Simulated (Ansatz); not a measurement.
# ZrC+ (quartet): wave-function methods side by side, def2-TZVPP

An exercise on one series of results from a longer session: the logs are not shown, and one member is left open.

Computed with Ansatz 0.2.0, Gaussian basis. Level: def2-TZVPP, core rule «outside noble gas», up to 5 orbitals frozen.

To be run: UHF; ROHF; CCSD(T) on UHF.

### The system

The geometry is a PBE0/def2-TZVP stationary point (not a proven minimum). No spin-orbit coupling is included. Elements past krypton take def2 core potentials.

2 atoms, charge 1, spin multiplicity 4.

Atoms are counted from 1 here; the program's logs count them from 0.

Bond lengths: Zr1–C2 1.897 Å.

Geometry (Å):

```xyz
2
CZr
Zr    0.0000    0.0000    0.0000
C     0.0000    0.0000    1.8970
```

Set-up of the first run:

in.yaml reads:

```yaml
crystal:
  periodic: [false, false, false]
  atoms:
    - {symbol: Zr, position_ang: [0.000000, 0.000000, 0.000000]}
    - {symbol: C, position_ang: [0.000000, 0.000000, 1.897000]}
basis:
  gaussian: {orbitals: def2-TZVPP}
total_charge: 1
magnetization: {spin_polarized: true, initial_magnetization: 3}
hamiltonian: {xc: hf}
output: {orbitals: {seedname: orbitals}}
```

Command:

```sh
$ ansatz run in.yaml --threads 1 --pin off --events-out ev --progress --plain --max-ram 4096MiB --backend cpu
```

Among the steps run: UHF; ROHF; CCSD(T) on UHF.

One of the session's tables, all rows but one given; the rest of the session is left out.

| method | from UCCSD(T) (meV) |
| --- | --- |
| ROHF | +5564.9 |
| UMP2 | ? |
| UCCSD | +345.0 |
| UCCSD(T) | 0 |

Q: Estimate the row for UMP2 from the others.

As computed: from UCCSD(T) (meV): +1300.4. In the column «from UCCSD(T) (meV)» it lies between UCCSD (+345.0) and ROHF (+5564.9).

Left out of the table: UHF (another determinant or state than the rows shown).

To keep in mind: Warnings: spin contamination; coupled cluster took another determinant than the lowest.
